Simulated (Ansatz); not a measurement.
# FGeH6NSi: the cost of one run

Program: the Python package of Ansatz 0.2.0. Level of theory: PBE+D4/def2-SVPD. These are calculated values, not measurements.

### Step 1. The system

Bond lengths: N1–Ge2 1.804 Å, Ge2–F3 1.744 Å, Ge2–Si4 2.271 Å, N1–H5 1.063 Å, N1–H6 1.105 Å, Ge2–H7 1.574 Å, Si4–H8 1.488 Å, Si4–H9 1.536 Å, Si4–H10 1.442 Å. Angles (14 of 15 angles, heavy atoms first): N1–Ge2–F3 107.6°, N1–Ge2–Si4 111.5°, F3–Ge2–Si4 109.1°, N1–Ge2–H7 110.6°, F3–Ge2–H7 109.6°, Si4–Ge2–H7 108.5°, Ge2–N1–H5 110.5°, Ge2–N1–H6 108.3°, Ge2–Si4–H8 108.4°, Ge2–Si4–H9 110.5°, Ge2–Si4–H10 113.9°, H5–N1–H6 102.7°, H8–Si4–H9 106.6°, H8–Si4–H10 109.2°.

The script reads fgeh6nsi.xyz:

```xyz
10

N    -0.57980    0.80040   -1.56160
Ge    0.66740    0.13000   -0.44340
F     1.58990   -1.05330   -1.33210
Si   -0.28270   -0.87190    1.35980
H    -0.11810    1.33970   -2.35330
H    -1.13900    1.58750   -1.02480
H     1.62350    1.27140    0.06600
H    -1.19500   -1.94370    0.87650
H    -1.15270    0.12990    2.13440
H     0.66940   -1.44100    2.28150
```

### Step 2. Script

Contents of tae_fgeh6nsi.py:

```python
"""Atomisation energy of FGeH6NSi at the given geometry."""

from collections import Counter

import ansatz as az


def energy_of(molecule, charge=0, unpaired=0):
    calc = (
        molecule.calculation()
        .basis(gaussian="def2-SVPD")
        .functional("PBE", dispersion="d4")
        .accuracy("high")
    )
    if charge:
        calc = calc.charge(charge)
    if unpaired:
        calc = calc.spin("collinear", total=unpaired)
    report = calc.run().report
    if report["published_state_doubts"]:
        print("  doubts:", report["published_state_doubts"])
    return report["free_energy_ev"]

molecule = az.Crystal.molecule_from_extxyz("fgeh6nsi.xyz")

# unpaired electrons of the ground-state atoms
unpaired = {"N": 3, "Ge": 2, "F": 1, "Si": 2, "H": 1}
counts = Counter(site.symbol for site in molecule.cartesian_sites)
atom_energy = {s: energy_of(az.Crystal.molecule().atom(s, (0, 0, 0)), 0, unpaired[s]) for s in counts}
whole = energy_of(molecule, 0, 0)
for s, e in atom_energy.items():
    print(f"{s:2s} x{counts[s]}  {e:14.5f} eV")
print(f"FGeH6NSi: {whole:.5f} eV")
split = sum(counts[s] * e for s, e in atom_energy.items()) - whole
print(f"atomisation energy (no zero-point term): {96.485332 * split:.1f} kJ/mol, {split / sum(counts.values()):.3f} eV an atom")
```

### Step 3. The run

Command:

```
> python tae_fgeh6nsi.py
```

**Question.** How long does this script take on 1 thread of Intel Xeon 6975P-C (Granite Rapids), shared host, and how much memory does it need?

About 13 s, with a peak of 0.68 GiB.
